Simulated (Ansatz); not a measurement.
# Cu (Cu, omega (AlB2-type)): the cost of one run

Method: DFT PBEsol, plane waves (420 eV) with PAW, scalar-relativistic; the PAW data stem from PBE, with regenerated cores, in Ansatz 0.2.0.

### 1 Starting point

It takes space group P6/mmm (No. 191, hexagonal). The conventional cell has a = 4.056 Å, b = 4.056 Å, c = 2.486 Å, α = 90.00°, β = 90.00°, γ = 120.00°. Around Cu (site symmetry 6/mmm) lie 14 Cu at 2.49 to 2.65 Å. Cu (site symmetry -6m2) is surrounded by 11 Cu at 2.34 to 2.65 Å.

As a file:

```
CELL_PARAMETERS angstrom
4.05627 0.00000 0.00000
-2.02814 3.51283 0.00000
0.00000 0.00000 2.48649
ATOMIC_POSITIONS crystal
Cu 0.00000 0.00000 0.00000
Cu 0.33333 0.66667 0.50000
Cu 0.66667 0.33333 0.50000
```

### 2 Relaxation of the cell

Input file input.yaml:

```yaml
crystal:
  lattice:
    - [4.0562702462, 0.0, 0.0]
    - [-2.0281351231, 3.5128330778, 0.0]
    - [0.0, 0.0, 2.4864936609]
  atoms:
    - { symbol: Cu, position: [0.0, 0.0, 0.0] }
    - { symbol: Cu, position: [0.3333333333, 0.6666666667, 0.5] }
    - { symbol: Cu, position: [0.6666666667, 0.3333333333, 0.5] }
hamiltonian:
  xc: pbesol
  pseudopotentials:
    kind: paw
    azcp:
      Cu: "pseudopotentials/Cu.paw.azcp"
basis:
  ecutwfc: 420
  fft_grid_basis: typed
kpoints:
  mp_grid: { grid: [9, 9, 13], shift: [0, 0, 0] }
magnetization:
  spin_polarized: false
scf:
  occupations: { method: fermi_dirac, width: 0.1 }
relax:
  max_steps: 60
  f_tol: 0.01
  cell: {}
```

**Question.** How long does this run take on 2 threads of an x86-64 CPU, shared host, and how much memory does it need?

About 7.1 s, with a peak of 0.44 GiB.
